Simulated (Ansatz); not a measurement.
This script drives Ansatz 0.2.0, Python API.

`run_opt.py`
```python
import itertools
import warnings

import ansatz as az
from ase.data import atomic_numbers, covalent_radii
import numpy as np


def main() -> None:
    warnings.simplefilter("ignore", az.DeckWarning)

    geometry_ang = [
        ("O", (1.2543, 1.1315, -0.7272)),
        ("C", (0.7694, 0.2006, -0.0976)),
        ("O", (1.5809, -0.6572, 0.5727)),
        ("Si", (-1.1073, -0.0365, -0.0799)),
        ("F", (-1.6657, 0.0829, 1.424)),
        ("H", (2.4878, -0.3148, 0.4202)),
        ("H", (-1.8248, 0.9725, -0.9107)),
        ("H", (-1.4947, -1.379, -0.6016)),
    ]
    system = az.Crystal.molecule()
    for symbol, xyz in geometry_ang:
        system = system.atom(symbol, xyz)

    setup = (
        system.calculation()
        .basis(gaussian="def2-SVP")
        .functional("b3lyp")
    )
    symbols = [site.symbol for site in system.cartesian_sites]
    start = np.array([site.position_ang for site in system.cartesian_sites], dtype=float)
    summary = setup.relax(force_tolerance=0.005, max_steps=100).run().report
    end = np.array(summary["positions_ang"])

    print("reference energy %16.6f eV" % summary["reference_energy_ev"])
    print("total energy     %16.6f eV" % summary["free_energy_ev"])
    print("occupied orbitals outside the frozen core (up, down):", summary["n_occupied"], " frozen:", summary["n_frozen"], " virtual:", summary["n_virtual"])

    radius = [covalent_radii[atomic_numbers[s]] for s in symbols]
    span = lambda where, i, j: np.linalg.norm(where[i] - where[j])
    bonded = [(i, j) for i, j in itertools.combinations(range(len(symbols)), 2) if min(span(start, i, j), span(end, i, j)) < 1.2 * (radius[i] + radius[j])]
    print("pair        before    after (A)")
    for i, j in bonded:
        print(f"{symbols[i]}{i}-{symbols[j]}{j}".ljust(10), f"{span(start, i, j):8.4f} {span(end, i, j):8.4f}")

    charges = summary["charge_distribution"]
    dipole = np.array(charges["dipole_moment_e_ang"]) * 4.803205
    print("dipole (D): {:.3f} {:.3f} {:.3f}, length {:.3f}".format(*dipole, np.linalg.norm(dipole)))
    print("atom  Mulliken   Lowdin")
    for symbol, m, l in zip(symbols, charges["mulliken_charges_e"], charges["lowdin_charges_e"]):
        print(f"{symbol:4s} {m:9.3f} {l:8.3f}")


if __name__ == "__main__":
    main()
```

It is started by `python run_opt.py`. Estimate its wall time and peak memory on 1 thread of Arm Neoverse N1 (shared host).

It took about 2 min, with a peak of 0.25 GiB, for 1 run of the engine.

```console
$ python run_opt.py
reference energy    -15767.891098 eV
total energy        -15767.891098 eV
occupied orbitals outside the frozen core (up, down): [24, 24]  frozen: 0  virtual: [65, 65]
pair        before    after (A)
O0-C1        1.2240   1.2090
C1-O2        1.3578   1.3422
C1-Si3       1.8917   1.9195
O2-H5        0.9813   0.9776
Si3-F4       1.6087   1.6254
Si3-H6       1.4910   1.4827
Si3-H7       1.4915   1.4827
dipole (D): 0.493 0.001 0.114, length 0.506
atom  Mulliken   Lowdin
O       -0.234    0.029
C        0.007   -0.341
O       -0.172    0.182
Si       0.739    0.326
F       -0.335   -0.031
H        0.175   -0.003
H       -0.090   -0.081
H       -0.090   -0.081
```

Reading the output:
- These settings explore the input space; basis and method may be short of convergence.
- The end point is the stationary point reached from this start; no frequency run checks that it is a minimum, and the basis set is modest.
- The Löwdin charges here are taken after orthogonalising the functions within each atom; they differ from plain Löwdin charges, and their signs can be unphysical.
- b3lyp holds the VWN-RPA fit, as in Gaussian; the form of ORCA and Turbomole is b3lyp5.
